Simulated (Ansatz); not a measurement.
# C3H9AlO: basis-set convergence

How large a basis does C3H9AlO need? Two functionals are run in growing sets.

Program: Ansatz 0.2.0, Gaussian basis. Level of theory: one geometry, several basis sets. These are calculated values, not measurements.

The runs, in order: PBE0-D4/def2-SVP; ωB97M-V/def2-SVP; PBE0-D4/def2-QZVPP; ωB97M-V/def2-QZVPP; the functionals' def2-TZVPP values are taken from earlier runs.

## (1) The relaxed structure

All runs share one geometry, relaxed beforehand with PBE0-D4 in a triple-zeta def2 set.

SMILES `C[CH2][Al]([CH3])[OH]`, 14 atoms, charge 0, spin multiplicity 1.

Atoms are counted from 1 here; the program's logs count them from 0.

Bond lengths: C1–C2 1.529 Å, C1–H6 1.094 Å, C1–H7 1.094 Å, C1–H8 1.094 Å, C2–Al3 1.963 Å, C2–H9 1.098 Å, C2–H10 1.098 Å, Al3–C4 1.947 Å, Al3–O5 1.705 Å, C4–H11 1.095 Å, C4–H12 1.092 Å, C4–H13 1.095 Å, O5–H14 0.955 Å. Angles: C2–C1–H6 111.7°, C2–C1–H7 111.7°, C2–C1–H8 112.3°, H6–C1–H7 106.6°, H6–C1–H8 107.1°, H7–C1–H8 107.1°, C1–C2–Al3 115.3°, C1–C2–H9 110.0°, C1–C2–H10 110.1°, Al3–C2–H9 108.1°, Al3–C2–H10 108.3°, H9–C2–H10 104.4°, C2–Al3–C4 123.9°, C2–Al3–O5 120.0°, C4–Al3–O5 116.2°, Al3–C4–H11 111.2°, Al3–C4–H12 111.8°, Al3–C4–H13 111.4° and more.

## (2) PBE0-D4 in def2-SVP

The input, in.yaml:

```yaml
crystal:
  periodic: [false, false, false]
  atoms:
    - {symbol: C, position_ang: [-0.997776, -0.201635, 1.668008]}
    - {symbol: C, position_ang: [0.455383, 0.026502, 1.248908]}
    - {symbol: Al, position_ang: [0.763564, 0.141897, -0.686255]}
    - {symbol: C, position_ang: [-0.638958, -0.052344, -2.021945]}
    - {symbol: O, position_ang: [2.335617, 0.424977, -1.282766]}
    - {symbol: H, position_ang: [-1.650099, 0.605106, 1.321874]}
    - {symbol: H, position_ang: [-1.398833, -1.129120, 1.249601]}
    - {symbol: H, position_ang: [-1.111879, -0.263343, 2.754636]}
    - {symbol: H, position_ang: [1.091840, -0.773828, 1.649288]}
    - {symbol: H, position_ang: [0.842080, 0.942575, 1.714574]}
    - {symbol: H, position_ang: [-1.113195, -1.037392, -1.958729]}
    - {symbol: H, position_ang: [-0.252860, 0.069388, -3.036387]}
    - {symbol: H, position_ang: [-1.436555, 0.682843, -1.873463]}
    - {symbol: H, position_ang: [3.098671, 0.535176, -0.718444]}
basis:
  gaussian: {orbitals: def2-SVP}
hamiltonian: {xc: pbe0, dispersion: d4}
output: {orbitals: {seedname: orbitals}}
```

Further steps of the session: ωB97M-V in def2-SVP; PBE0-D4 in def2-QZVPP; ωB97M-V in def2-QZVPP.

**Question.** What will the summary of the whole plan be? Wanted: PBE0-D4: double and triple zeta above quadruple; ωB97M-V: double and triple zeta above quadruple.

**Answer**, as computed:

```
                                       quantity          value
PBE0-D4: double and triple zeta above quadruple  9.09, 0.53 eV
ωB97M-V: double and triple zeta above quadruple  9.35, 0.51 eV
```

**Reading.** For PBE0-D4 the step from double to triple zeta gains 8.55 eV and the next only 0.53 eV. These are total energies; as a rule much of such shifts cancels in differences, which this series doesn't test. The LUMO of ωB97M-V is positive and keeps falling with the basis (1.90 to 0.95 eV): an unbound level that the basis holds in place.
